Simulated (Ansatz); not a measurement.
Crystal: CsLiCr2Te2S3.

```
Cs Li Cr Te S
1.0
     3.42162   -5.18069    0.00784
     3.42162    5.18069    0.00784
    -2.90411    0.00000    7.43093
Cs Li Cr Te S
1 1 2 2 3
Direct
  0.09374 0.09374 0.00853
  0.58875 0.58875 0.55336
  0.05646 0.46755 0.55790
  0.46755 0.05646 0.55790
  0.56486 0.87357 0.29035
  0.87357 0.56486 0.29035
  0.81151 0.39697 0.73347
  0.39697 0.81151 0.73347
  0.21404 0.21404 0.48371
```

The cell was built by a generator and needn't be a form met in nature.

Base run:

| Property | Result |
| --- | --- |
| Program | Ansatz 0.2.0 |
| Functional | revPBE |
| Potentials or basis | Ansatz PAW |
| Cutoff | 420 eV |
| Density cutoff | 1680 eV |
| k mesh | 5 × 5 × 4 |
| Occupations | fermi-dirac, width 0.05 eV |
| Spin | collinear spin, ferromagnetic start |
| Starting moments | [0.0, 0.0, 3.0, 3.0, 0.0, 0.0, 0.0, 0.0, 0.0] μB |

Its results: band gap on the k mesh none (metal or under the smearing width); pressure 1.3 GPa; net moment 4.01 μB per cell; site moments Cs -0.00; Li +0.00; Cr +2.06; Te -0.15; S -0.07, -0.06 μB; largest force 0.131 eV/Å.

Q: The run is repeated on the same cell with these changes: functional from revPBE to RPBE. What comes out?

A: Band gap on the k mesh none (metal or under the smearing width); pressure 1.7 GPa; net moment 4.01 μB per cell; site moments Cs -0.00; Li +0.00; Cr +2.07; Te -0.15; S -0.07, -0.06 μB; largest force 0.182 eV/Å.

Caveats: the potentials were made for another functional, which shifts forces and pressure; only a ferromagnetic start was run, and an antiferromagnetic order may lie lower in energy; the PAW data sets come from PBE, with cores solved anew for the run's functional, which leaves a small shift of forces and pressure.

Not every run made on this cell is shown here.
